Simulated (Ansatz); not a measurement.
**BGaGeH6O: up Jacob's ladder to CCSD(T)**

Aim: compute BGaGeH6O with functionals from several rungs and with coupled cluster. The yardstick is the atomisation energy at the CCSD(T) limit.

Computed with Ansatz 0.2.0, Gaussian basis. Level: functionals in def2-TZVPP, the program's frozen cores in correlated methods.

Levels to be run: LDA (SPW92), PBE-D4, revPBE-D4, BLYP-D4, r2SCAN-D4, B97M-V, PBE0-D4, B3LYP-D4, r2SCANh-D4, r2SCAN0-D4, HSE06-D4, BHLYP-D4, CAM-B3LYP-D4, LC-ωPBE, ωB97X-V, ωB97M-V, B2PLYP, PBE-QIDH; CCSD(T)/def2-SVP; CCSD(T)/def2-TZVPP; MP2/def2-QZVPP; extrapolation to the limit; RPA on PBE.

**1. The geometry**

The geometry comes from an earlier relaxation with PBE0-D4 in a triple-zeta def2 set; it is a stationary point, not always the lowest conformer.

10 atoms, charge 0, spin multiplicity 1.

Atoms are counted from 1 here; the program's logs count them from 0.

Bond lengths: O1–B2 1.354 Å, O1–H5 0.962 Å, B2–Ga3 2.099 Å, B2–H6 1.209 Å, Ga3–Ge4 2.457 Å, Ga3–H7 1.579 Å, Ge4–H8 1.542 Å, Ge4–H9 1.544 Å, Ge4–H10 1.544 Å. Angles: B2–O1–H5 113.8°, O1–B2–Ga3 119.0°, O1–B2–H6 118.6°, Ga3–B2–H6 122.3°, B2–Ga3–Ge4 122.8°, B2–Ga3–H7 123.3°, Ge4–Ga3–H7 113.9°, Ga3–Ge4–H8 114.2°, Ga3–Ge4–H9 111.0°, Ga3–Ge4–H10 111.5°, H8–Ge4–H9 106.7°, H8–Ge4–H10 106.7°, H9–Ge4–H10 106.3°.

**2. LDA**

This LDA is Slater exchange with PW92 correlation.

in.yaml reads:

```yaml
crystal:
  periodic: [false, false, false]
  atoms:
    - {symbol: O, position_ang: [-1.408323, 2.301640, -0.154979]}
    - {symbol: B, position_ang: [-0.187239, 1.818398, -0.482934]}
    - {symbol: Ga, position_ang: [0.630747, 0.257342, 0.657600]}
    - {symbol: Ge, position_ang: [0.238945, -2.113397, 0.145088]}
    - {symbol: H, position_ang: [-1.719055, 3.001248, -0.737916]}
    - {symbol: H, position_ang: [0.381892, 2.285306, -1.441687]}
    - {symbol: H, position_ang: [1.593754, 0.495110, 1.886337]}
    - {symbol: H, position_ang: [-0.659537, -2.352927, -1.085445]}
    - {symbol: H, position_ang: [-0.435061, -2.832270, 1.333436]}
    - {symbol: H, position_ang: [1.563866, -2.860439, -0.119501]}
basis:
  gaussian: {orbitals: def2-TZVPP}
hamiltonian: {xc: lda}
output: {orbitals: {seedname: orbitals}}
```

Run with:

```sh
ansatz run in.yaml --threads 4 --pin off --events-out ev --progress --plain --max-ram 10444MiB
```

Further steps of the session: PBE-D4 (GGA); revPBE-D4 (GGA); BLYP-D4 (GGA); r2SCAN-D4 (meta-GGA); B97M-V (meta-GGA); PBE0-D4 (hybrid); B3LYP-D4 (hybrid); r2SCANh-D4 (hybrid); r2SCAN0-D4 (hybrid); HSE06-D4 (hybrid); BHLYP-D4 (hybrid); CAM-B3LYP-D4 (range-separated); LC-ωPBE (range-separated); ωB97X-V (range-separated); ωB97M-V (range-separated); B2PLYP (double hybrid); PBE-QIDH (double hybrid); CCSD(T) in def2-SVP; CCSD(T) in def2-TZVPP; MP2 in def2-QZVPP; RPA on PBE orbitals.

**Question.** What will the summary of the whole plan be? Wanted: atomisation energy, CCSD(T)/CBS; farthest beyond LDA; mean size of error, GGA; mean size of error, meta-GGA; mean size of error, hybrid; mean size of error, range-separated; mean size of error, double hybrid; gap, smallest and largest; T1 diagnostic.

**Answer**, as computed:

| quantity | value |
| --- | --- |
| atomisation energy, CCSD(T)/CBS | 2974.2 kJ/mol |
| functionals within 29.7 kJ/mol (1.0 %) | PBE-D4, r2SCAN-D4, B97M-V, B3LYP-D4, r2SCANh-D4, CAM-B3LYP-D4, LC-ωPBE, ωB97X-V, ωB97M-V |
| farthest beyond LDA | BHLYP-D4 (-83.7 kJ/mol) |
| mean size of error, GGA | 41.4 kJ/mol |
| mean size of error, meta-GGA | 15.2 kJ/mol |
| mean size of error, hybrid | 35.5 kJ/mol |
| mean size of error, range-separated | 12.3 kJ/mol |
| mean size of error, double hybrid | 39.6 kJ/mol |
| gap, smallest and largest | 3.01 eV (LDA (SPW92)), 9.59 eV (LC-ωPBE) |
| T1 diagnostic | 0.0136 |
| triples share of the correlation energy | 3.6 % |

What this shows: LDA overbinds by 398.7 kJ/mol (13 %). PBE-D4 misses by -1.8 kJ/mol. Double hybrids carry the basis error of their MP2 part in triple zeta, and no dispersion term here, so their miss is partly the set-up's. The rungs range-separated, meta-GGA miss on average by less than the doubt on the reference (29.7 kJ/mol), so they tie. Misses under about 29.7 kJ/mol are within the doubt on the reference itself, which lacks core-valence correlation, relativity and higher excitations, and its outer-core shells are covered unevenly. Hartree-Fock recovers 73 % of the binding; the rest is correlation. CCSD(T) in def2-SVP is off by -169.1 kJ/mol, so the small basis spoils what the method gains. Orbital gaps span 3.0 to 9.6 eV; exact exchange widens them. Correlated methods include outer-core shells of Ga, Ge, which these sets cover unevenly.
